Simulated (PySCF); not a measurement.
**W⁺: excitation energies in ANO-RCC-VTZP**

Aim: the excitation energy of tungsten from differences of total energies, at each level of theory, and how far each lands from the tabulated value where there is one.

Program: PySCF 2.14.0. Level of theory: unrestricted determinants in a Gaussian basis, no spin-orbit coupling in the energies. These are calculated values, not measurements, unless marked.

### Step 1. The atom as given

```
Element                                   : tungsten (Z = 74)
Basis                                     : ANO-RCC-VTZP
Hamiltonian                               : the spin-free X2C one-electron Hamiltonian (Gaussian nucleus)
State 1                                   : W⁺: [Xe] 4f14 5d3 6s1 6p1, one real determinant (an excited configuration)
State 2                                   : W⁺: [Xe] 4f14 5d3 6s2, high-spin 4F determinant (an excited configuration)
Needed too, but not shown                 : W⁺ [Xe] 4f14 5d4 6s1 (6D)
Methods                                   : CCSD(T)
Core shells frozen in the correlated runs : valence: [Xe] 4f14 (for W⁺)
```

Outer shells as boxes (Hund's rule):

W+ [Xe] 4f14 5d3 6s1 6p1
```
[Xe] core
4f [↑↓][↑↓][↑↓][↑↓][↑↓][↑↓][↑↓]
5d [↑ ][↑ ][↑ ][  ][  ]
6s [↑ ]
6p [↑ ][  ][  ]
```

W+ [Xe] 4f14 5d3 6s2
```
[Xe] core
4f [↑↓][↑↓][↑↓][↑↓][↑↓][↑↓][↑↓]
5d [↑ ][↑ ][↑ ][  ][  ]
6s [↑↓]
```

One driver process ran all states and methods and kept the integrals in memory. Each run is shown as a PySCF script that sums up its settings (the driver passes frozen orbitals as a list and adds second-order terms of double hybrids); the logs are those of the runs themselves. The driver starts from symmetry-adapted Hartree-Fock orbitals, holds the occupation by maximum overlap and uses a logarithmic radial grid for functionals, so a plain start would take other cycles.

The integrals over 104 functions and the set-up took 63 s of CPU time.

### Step 2. W⁺ [Xe] 4f14 5d3 6s1 6p1, at CCSD(T) (valence)

#### CCSD(T) (valence)

File input.py:

```python
from pyscf import gto, scf, dft, mp, cc
import basis_set_exchange as bse
mol = gto.M(atom="W 0 0 0", charge=1, spin=5, symmetry="D2h",
            basis=gto.basis.parse(bse.get_basis("ANO-RCC-VTZP", elements=["W"], fmt="nwchem")),
            nucmod="G")
mf = scf.UHF(mol).sfx2c1e()
mf.irrep_nelec = {'Ag': (10, 9), 'B1g': (3, 2), 'B2g': (3, 2), 'B3g': (3, 2), 'Au': (1, 1), 'B1u': (6, 6), 'B2u': (7, 6), 'B3u': (6, 6)}
mf.kernel()
mycc = cc.CCSD(mf, frozen=34).run()
mycc.ccsd_t()
```

The log of the run:

```text
CC2 = 0
CCSD nocc = (np.int64(5), np.int64(0)), nmo = (70, 70)
frozen orbitals [[0, 1, 2, 3, 4, 5, 6, 7, 8, 9, 10, 11, 12, 13, 14, 15, 16, 17, 18, 19, 20, 21, 22, 23, 24, 25, 26, 27, 28, 29, 30, 31, 32, 33], [0, 1, 2, 3, 4, 5, 6, 7, 8, 9, 10, 11, 12, 13, 14, 15, 16, 17, 18, 19, 20, 21, 22, 23, 24, 25, 26, 27, 28, 29, 30, 31, 32, 33]]
max_cycle = 100
direct = 0
conv_tol = 1e-08
conv_tol_normt = 1e-06
diis_space = 8
diis_start_cycle = 0
Init t2, MP2 energy = -0.0302880852546793
Init E_corr(UCCSD) = -0.0302880852563906
cycle = 1  E_corr(UCCSD) = -0.0349358387269721  dE = -0.00464775347  norm(t1,t2) = 0.0273638
cycle = 2  E_corr(UCCSD) = -0.0359981999582321  dE = -0.00106236123  norm(t1,t2) = 0.0153539
cycle = 3  E_corr(UCCSD) = -0.0367579727211975  dE = -0.000759772763  norm(t1,t2) = 0.0125195
cycle = 4  E_corr(UCCSD) = -0.037189658069405  dE = -0.000431685348  norm(t1,t2) = 0.0101876
cycle = 5  E_corr(UCCSD) = -0.0377362336289067  dE = -0.00054657556  norm(t1,t2) = 0.00533898
cycle = 6  E_corr(UCCSD) = -0.0377229989094086  dE = 1.32347195e-05  norm(t1,t2) = 0.0021308
cycle = 7  E_corr(UCCSD) = -0.0377814938667661  dE = -5.84949574e-05  norm(t1,t2) = 0.0016423
cycle = 8  E_corr(UCCSD) = -0.0377360057897243  dE = 4.5488077e-05  norm(t1,t2) = 0.000932438
cycle = 9  E_corr(UCCSD) = -0.0377570699868563  dE = -2.10641971e-05  norm(t1,t2) = 0.000417464
cycle = 10  E_corr(UCCSD) = -0.0377555645751766  dE = 1.50541168e-06  norm(t1,t2) = 0.000310736
[... 10 lines left out ...]
cycle = 21  E_corr(UCCSD) = -0.0377557558563899  dE = -4.51262984e-07  norm(t1,t2) = 1.28876e-05
cycle = 22  E_corr(UCCSD) = -0.0377556356341389  dE = 1.20222251e-07  norm(t1,t2) = 3.61156e-06
cycle = 23  E_corr(UCCSD) = -0.0377556263915638  dE = 9.24257509e-09  norm(t1,t2) = 3.7857e-06
cycle = 24  E_corr(UCCSD) = -0.0377556847757561  dE = -5.83841922e-08  norm(t1,t2) = 4.21864e-06
cycle = 25  E_corr(UCCSD) = -0.0377557354673545  dE = -5.06915985e-08  norm(t1,t2) = 2.38956e-06
cycle = 26  E_corr(UCCSD) = -0.0377557348216611  dE = 6.4569345e-10  norm(t1,t2) = 1.25772e-06
cycle = 27  E_corr(UCCSD) = -0.0377557577627254  dE = -2.29410644e-08  norm(t1,t2) = 1.27885e-06
cycle = 28  E_corr(UCCSD) = -0.0377557503587182  dE = 7.40400721e-09  norm(t1,t2) = 1.3585e-06
cycle = 29  E_corr(UCCSD) = -0.0377557294615238  dE = 2.08971944e-08  norm(t1,t2) = 1.60014e-06
cycle = 30  E_corr(UCCSD) = -0.037755738140659  dE = -8.67913513e-09  norm(t1,t2) = 5.44063e-07
UCCSD converged
E(UCCSD) = -16137.29943856908  E_corr = -0.03775573814065897
UCCSD(T) correction = -0.000713411687991663
```

CPU time 15 s on a shared host, the integrals not counted.

CCSD correlation -0.03776 hartree, triples -0.00071; total -16137.300152. T1 = 0.045, largest double amplitude 0.091.

The real determinant used has ⟨L²⟩ near 14 against 20 for a pure G term, so it mixes terms. Spin-orbit coupling, absent here, splits the open shell strongly. T1 exceeds 0.03, a sign that the reference determinant is poor.

### Step 3. W⁺ [Xe] 4f14 5d3 6s2: CCSD(T) (valence)

#### CCSD(T) (valence)

File input.py:

```python
from pyscf import gto, scf, dft, mp, cc
import basis_set_exchange as bse
mol = gto.M(atom="W 0 0 0", charge=1, spin=3, symmetry="D2h",
            basis=gto.basis.parse(bse.get_basis("ANO-RCC-VTZP", elements=["W"], fmt="nwchem")),
            nucmod="G")
mf = scf.UHF(mol).sfx2c1e()
mf.irrep_nelec = {'Ag': (10, 10), 'B1g': (3, 2), 'B2g': (3, 2), 'B3g': (3, 2), 'Au': (1, 1), 'B1u': (6, 6), 'B2u': (6, 6), 'B3u': (6, 6)}
mf.kernel()
mycc = cc.CCSD(mf, frozen=34).run()
mycc.ccsd_t()
```

The log of the run:

```text
CC2 = 0
CCSD nocc = (np.int64(4), np.int64(1)), nmo = (70, 70)
frozen orbitals [[0, 1, 2, 3, 4, 5, 6, 7, 8, 9, 10, 11, 12, 13, 14, 15, 16, 17, 18, 19, 20, 21, 22, 23, 24, 25, 26, 27, 28, 29, 30, 31, 32, 33], [0, 1, 2, 3, 4, 5, 6, 7, 8, 9, 10, 11, 12, 13, 14, 15, 16, 17, 18, 19, 20, 21, 22, 23, 24, 25, 26, 27, 28, 29, 30, 31, 32, 33]]
max_cycle = 100
direct = 0
conv_tol = 1e-08
conv_tol_normt = 1e-06
diis_space = 8
diis_start_cycle = 0
Init t2, MP2 energy = -0.0639365665738633
Init E_corr(UCCSD) = -0.0639365665741583
cycle = 1  E_corr(UCCSD) = -0.0727505738535049  dE = -0.00881400728  norm(t1,t2) = 0.0557616
cycle = 2  E_corr(UCCSD) = -0.0753020323580115  dE = -0.0025514585  norm(t1,t2) = 0.03176
cycle = 3  E_corr(UCCSD) = -0.0781536541295553  dE = -0.00285162177  norm(t1,t2) = 0.0238866
cycle = 4  E_corr(UCCSD) = -0.0798530720050959  dE = -0.00169941788  norm(t1,t2) = 0.015469
cycle = 5  E_corr(UCCSD) = -0.0804275831901871  dE = -0.000574511185  norm(t1,t2) = 0.00582579
cycle = 6  E_corr(UCCSD) = -0.0805162367213477  dE = -8.86535312e-05  norm(t1,t2) = 0.00322799
cycle = 7  E_corr(UCCSD) = -0.0806590134767013  dE = -0.000142776755  norm(t1,t2) = 0.00153757
cycle = 8  E_corr(UCCSD) = -0.0806557147392566  dE = 3.29873744e-06  norm(t1,t2) = 0.000441436
cycle = 9  E_corr(UCCSD) = -0.0806551139217832  dE = 6.00817473e-07  norm(t1,t2) = 0.000128397
cycle = 10  E_corr(UCCSD) = -0.080658444539167  dE = -3.33061738e-06  norm(t1,t2) = 4.31122e-05
cycle = 11  E_corr(UCCSD) = -0.0806579662311696  dE = 4.78307997e-07  norm(t1,t2) = 1.44088e-05
cycle = 12  E_corr(UCCSD) = -0.0806580714036578  dE = -1.05172488e-07  norm(t1,t2) = 3.75328e-06
cycle = 13  E_corr(UCCSD) = -0.0806581387287871  dE = -6.73251293e-08  norm(t1,t2) = 1.5911e-06
cycle = 14  E_corr(UCCSD) = -0.0806581311553131  dE = 7.57347406e-09  norm(t1,t2) = 1.38817e-06
cycle = 15  E_corr(UCCSD) = -0.0806581192985981  dE = 1.18567149e-08  norm(t1,t2) = 1.44764e-06
cycle = 16  E_corr(UCCSD) = -0.0806581175928515  dE = 1.70574663e-09  norm(t1,t2) = 1.46051e-06
cycle = 17  E_corr(UCCSD) = -0.0806581167496859  dE = 8.43165662e-10  norm(t1,t2) = 1.46337e-06
cycle = 18  E_corr(UCCSD) = -0.0806581953921682  dE = -7.86424824e-08  norm(t1,t2) = 1.46463e-06
cycle = 19  E_corr(UCCSD) = -0.0806582113999766  dE = -1.60078084e-08  norm(t1,t2) = 1.0194e-06
cycle = 20  E_corr(UCCSD) = -0.0806581777995112  dE = 3.36004655e-08  norm(t1,t2) = 7.81134e-07
cycle = 21  E_corr(UCCSD) = -0.0806581605289608  dE = 1.72705503e-08  norm(t1,t2) = 4.91654e-07
cycle = 22  E_corr(UCCSD) = -0.0806581507021992  dE = 9.82676167e-09  norm(t1,t2) = 3.45066e-07
UCCSD converged
E(UCCSD) = -16137.4292876537  E_corr = -0.08065815070219916
UCCSD(T) correction = -0.00558478871209667
```

CPU time 25 s on a shared host, the integrals not counted.

CCSD correlation -0.08066 hartree, triples -0.00558; total -16137.434872. T1 = 0.014, largest double amplitude 0.132.

Spin-orbit coupling, absent here, splits the open shell strongly.

### Step 4. The energy differences

Excitation energy: W⁺ [Xe] 4f14 5d4 6s1 (6D) → W⁺ [Xe] 4f14 5d3 6s1 6p1 (high-spin determinant).

| method | value (eV) | less CCSD(T) (valence) (eV) |
| --- | --- | --- |
| UHF | 4.840 | -0.344 |
| MP2 (valence) | 5.209 | +0.025 |
| SCS-MP2 (valence) | 4.963 | -0.221 |
| CCSD (valence) | 5.186 | +0.002 |
| CCSD(T) (valence) | 5.184 | +0.000 |

A first-order spin-orbit estimate (lowest level to lowest level, LS coupling) adds -0.578 eV. The coupled-cluster amplitudes are large for W+, so a single reference is strained.

Excitation energy: W⁺ [Xe] 4f14 5d4 6s1 (6D) → W⁺ [Xe] 4f14 5d3 6s2 (4F).

| method | value (eV) | less CCSD(T) (valence) (eV) |
| --- | --- | --- |
| UHF | 2.474 | +0.956 |
| MP2 (valence) | 1.927 | +0.409 |
| SCS-MP2 (valence) | 1.352 | -0.166 |
| CCSD (valence) | 1.652 | +0.135 |
| CCSD(T) (valence) | 1.518 | +0.000 |

A first-order spin-orbit estimate (lowest level to lowest level, LS coupling) adds -0.243 eV.

The differences also use runs on W⁺ [Xe] 4f14 5d4 6s1 (6D), which are not shown here. The runs at UHF, MP2 (valence) are not shown; their differences are listed all the same.

### Step 5. What came out

| quantity | value |
| --- | --- |
| excitation energy, W⁺ → [Xe] 4f14 5d3 6s1 6p1 | UHF 4.840, CCSD(T) (valence) 5.184 eV |
| excitation energy, W⁺ → [Xe] 4f14 5d3 6s2 | UHF 2.474, CCSD(T) (valence) 1.518 eV |

Each level's miss (mean over 2 differences):

| method | mean absolute miss against CCSD(T) (valence) (eV) |
| --- | --- |
| UHF | 0.650 |
| MP2 (valence) | 0.217 |
| SCS-MP2 (valence) | 0.193 |
| CCSD (valence) | 0.068 |
| CCSD(T) (valence) | 0.000 |

For the first difference the methods span 0.369 eV, from UHF (4.840) to MP2 (valence) (5.209). No reference value is at hand in this session. The basis is finite, and no extrapolation was made.
